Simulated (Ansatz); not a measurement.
**C2H10GeN2 (Ge(NH2)2Me2): levels of theory compared**

We compute a comparison of 3 runs (HF/def2-SVPD, B2PLYP/6-31G, B3LYP/6-31G*) of C2H10GeN2 (Ge(NH2)2Me2). 

Program for the calculation: Ansatz 0.2.0.

2 further runs of the same task are left out: 1 for a known fault of the program, 1 set aside as unsound or not needed.

**1. The system as given**

C2H10GeN2 has 15 atoms, charge 0, and is taken as a singlet. SMILES: `[CH3][Ge]([CH3])([NH2])[NH2]`. Geometry: a GFN2-xTB relaxation, a rough one for these elements and not checked as a minimum. This is one conformer, not always the lowest.

Bond lengths: Ge1–N2 1.829 Å, Ge1–N5 1.829 Å, Ge1–C8 1.993 Å, Ge1–C12 1.993 Å, N2–H3 1.010 Å, N2–H4 1.010 Å, N5–H6 1.009 Å, N5–H7 1.010 Å, C8–H9 1.086 Å, C8–H10 1.086 Å, C8–H11 1.085 Å, C12–H13 1.086 Å, C12–H14 1.086 Å, C12–H15 1.085 Å. Some angles: N2–Ge1–N5 101.5°, N2–Ge1–C8 105.8°, N2–Ge1–C12 115.8°, N5–Ge1–C8 115.8°, N5–Ge1–C12 105.9°, C8–Ge1–C12 112.0°, Ge1–N2–H3 116.0°, Ge1–N2–H4 114.5°, Ge1–N5–H6 116.1°, Ge1–N5–H7 114.5°.

**2. Energy and gradient at HF/def2-SVPD (run 1)**

The input, in.yaml:

```yaml
crystal:
  periodic: [false, false, false]
  atoms:
    - {symbol: Ge, position_ang: [0.146930, -0.004360, 0.101770]}
    - {symbol: N, position_ang: [0.301390, 0.172650, 1.915990]}
    - {symbol: H, position_ang: [-0.563330, 0.285710, 2.424770]}
    - {symbol: H, position_ang: [0.833840, -0.559080, 2.363830]}
    - {symbol: N, position_ang: [1.892520, -0.238800, -0.391610]}
    - {symbol: H, position_ang: [2.063380, -0.342970, -1.380890]}
    - {symbol: H, position_ang: [2.525590, 0.464080, -0.038120]}
    - {symbol: C, position_ang: [-0.716950, 1.675090, -0.535840]}
    - {symbol: H, position_ang: [-0.696790, 1.737730, -1.620100]}
    - {symbol: H, position_ang: [-0.197770, 2.538480, -0.131060]}
    - {symbol: H, position_ang: [-1.752300, 1.721460, -0.215670]}
    - {symbol: C, position_ang: [-0.821390, -1.627460, -0.531790]}
    - {symbol: H, position_ang: [-1.844910, -1.637330, -0.168480]}
    - {symbol: H, position_ang: [-0.321480, -2.523680, -0.177180]}
    - {symbol: H, position_ang: [-0.848730, -1.661520, -1.615620]}
basis:
  gaussian: {orbitals: def2-SVPD}
hamiltonian: {xc: hf}
accuracy: high
output: {forces: true, orbitals: {seedname: orbitals}}
```

Started as:

```sh
$ ansatz run in.yaml --threads 1 --pin off --max-ram 3480MiB --events-out events.jsonl --progress --plain --runs-dir runs
```

Standard output:

```text
Warning: RAYON_NUM_THREADS=1 ignored (pool sized by the plan → 1); use --threads N
[... 12 lines left out ...]
Total energy: -61646.83443448 eV, -2265.4793797419 hartree
[... 15 lines left out ...]
Dipole moment:    -0.177586     0.003516    -0.125846 e Å
```

It took 48 s on 1 thread of Intel Xeon at 2.70GHz, shared host; peak memory 1.3 GiB.

**3. Energy and forces at B2PLYP/6-31G (run 2)**

The input, job.yaml:

```yaml
crystal:
  periodic: [false, false, false]
  atoms:
    - symbol: Ge
      position_ang: [0.146930, -0.004360, 0.101770]
    - symbol: N
      position_ang: [0.301390, 0.172650, 1.915990]
    - symbol: H
      position_ang: [-0.563330, 0.285710, 2.424770]
    - symbol: H
      position_ang: [0.833840, -0.559080, 2.363830]
    - symbol: N
      position_ang: [1.892520, -0.238800, -0.391610]
    - symbol: H
      position_ang: [2.063380, -0.342970, -1.380890]
    - symbol: H
      position_ang: [2.525590, 0.464080, -0.038120]
    - symbol: C
      position_ang: [-0.716950, 1.675090, -0.535840]
    - symbol: H
      position_ang: [-0.696790, 1.737730, -1.620100]
    - symbol: H
      position_ang: [-0.197770, 2.538480, -0.131060]
    - symbol: H
      position_ang: [-1.752300, 1.721460, -0.215670]
    - symbol: C
      position_ang: [-0.821390, -1.627460, -0.531790]
    - symbol: H
      position_ang: [-1.844910, -1.637330, -0.168480]
    - symbol: H
      position_ang: [-0.321480, -2.523680, -0.177180]
    - symbol: H
      position_ang: [-0.848730, -1.661520, -1.615620]
basis:
  gaussian:
    orbitals: 6-31G-spherical.json
hamiltonian:
  xc: {name: B2PLYP}
correlation:
  frozen_orbitals: {C: 1, Ge: 9, H: 0, "N": 1}
accuracy: high
output:
  forces: true
  orbitals: {seedname: orbitals}
```

The basis set 6-31G is read from a file made from the Basis Set Exchange's data (not shown).

Started as:

```sh
$ ansatz run job.yaml --threads 1 --pin off --max-ram 3480MiB --events-out events.jsonl --progress --plain --runs-dir runs
```

Standard output:

```text
Warning: RAYON_NUM_THREADS=1 ignored (pool sized by the plan → 1); use --threads N
[... 13 lines left out ...]
13 core orbitals not correlated: weight in the atoms' cores, before any rotation towards them, 1.000 or more for the frozen orbitals, at most 0.000 for the correlated occupied ones
[... 3 lines left out ...]
Total energy: -61707.31074501 eV, -2267.7018431617 hartree
[... 15 lines left out ...]
Dipole moment:    -0.212268     0.004239    -0.150648 e Å
```

It took 41 s on 1 thread of Intel Xeon at 2.70GHz, shared host.

**4. Energy and gradient at B3LYP/6-31G(d) (Cartesian functions) (run 3)**

The input, run.yaml:

```yaml
crystal:
  periodic: [false, false, false]
  atoms:
    - symbol: Ge
      position_ang: [0.146930, -0.004360, 0.101770]
    - symbol: N
      position_ang: [0.301390, 0.172650, 1.915990]
    - symbol: H
      position_ang: [-0.563330, 0.285710, 2.424770]
    - symbol: H
      position_ang: [0.833840, -0.559080, 2.363830]
    - symbol: "N"
      position_ang: [1.892520, -0.238800, -0.391610]
    - symbol: H
      position_ang: [2.063380, -0.342970, -1.380890]
    - symbol: H
      position_ang: [2.525590, 0.464080, -0.038120]
    - symbol: C
      position_ang: [-0.716950, 1.675090, -0.535840]
    - symbol: H
      position_ang: [-0.696790, 1.737730, -1.620100]
    - symbol: H
      position_ang: [-0.197770, 2.538480, -0.131060]
    - symbol: H
      position_ang: [-1.752300, 1.721460, -0.215670]
    - symbol: C
      position_ang: [-0.821390, -1.627460, -0.531790]
    - symbol: H
      position_ang: [-1.844910, -1.637330, -0.168480]
    - symbol: H
      position_ang: [-0.321480, -2.523680, -0.177180]
    - symbol: H
      position_ang: [-0.848730, -1.661520, -1.615620]
basis:
  gaussian:
    orbitals: "6-31G*"
hamiltonian:
  xc: {name: B3LYP}
accuracy: high
output:
  forces: true
  orbitals: {seedname: orbitals}
```

Started as:

```sh
$ ansatz run run.yaml --threads 1 --pin off --max-ram 3480MiB --events-out events.jsonl --progress --plain --runs-dir runs
```

Standard output:

```text
Warning: RAYON_NUM_THREADS=1 ignored (pool sized by the plan → 1); use --threads N
[... 16 lines left out ...]
Total energy: -61729.93600661 eV, -2268.5333061896 hartree
[... 15 lines left out ...]
Dipole moment:    -0.151411     0.002811    -0.107680 e Å
```

Wall time 35 s (1 thread of Intel Xeon at 2.70GHz, shared host); peak memory 0.54 GiB.

**5. All runs side by side**

```
run                               level  frozen core orbitals  Cartesian functions   energy (Eh)  dipole moment (D)  HOMO energy (eV)  LUMO energy (eV)  wall time
  1                        HF/def2-SVPD                     –                   no  -2265.479380               1.05            -10.23              2.21       48 s
  2                        B2PLYP/6-31G                    13                   no  -2267.701843               1.25             -7.84              2.74       41 s
  3  B3LYP/6-31G* (Cartesian functions)                     –                  yes  -2268.533306               0.89             -6.30              1.43       35 s
```

**6. Outcome**

| quantity | value |
| --- | --- |
| run 3: total energy | -2268.53331 Eh |
| run 3: dipole moment | 0.89 D |
| run 3: HOMO energy | -6.30 eV |
| run 3: LUMO energy | 1.43 eV |
| run 3: HOMO–LUMO gap | 7.72 eV |
| run 3: largest force on an atom | 0.953 eV/Å |

What this shows: The dipole moment (its size) runs from 0.89 D (B3LYP/6-31G*) to 1.25 D (B2PLYP/6-31G). The two ends differ in method and basis. A double hybrid's value is that of its SCF part. The HOMO–LUMO gap runs from 7.72 eV (B3LYP/6-31G*) to 12.44 eV (HF/def2-SVPD). Totals of different functionals can't be ranked against each other. All runs together took 2.1 min, the longest 48 s.
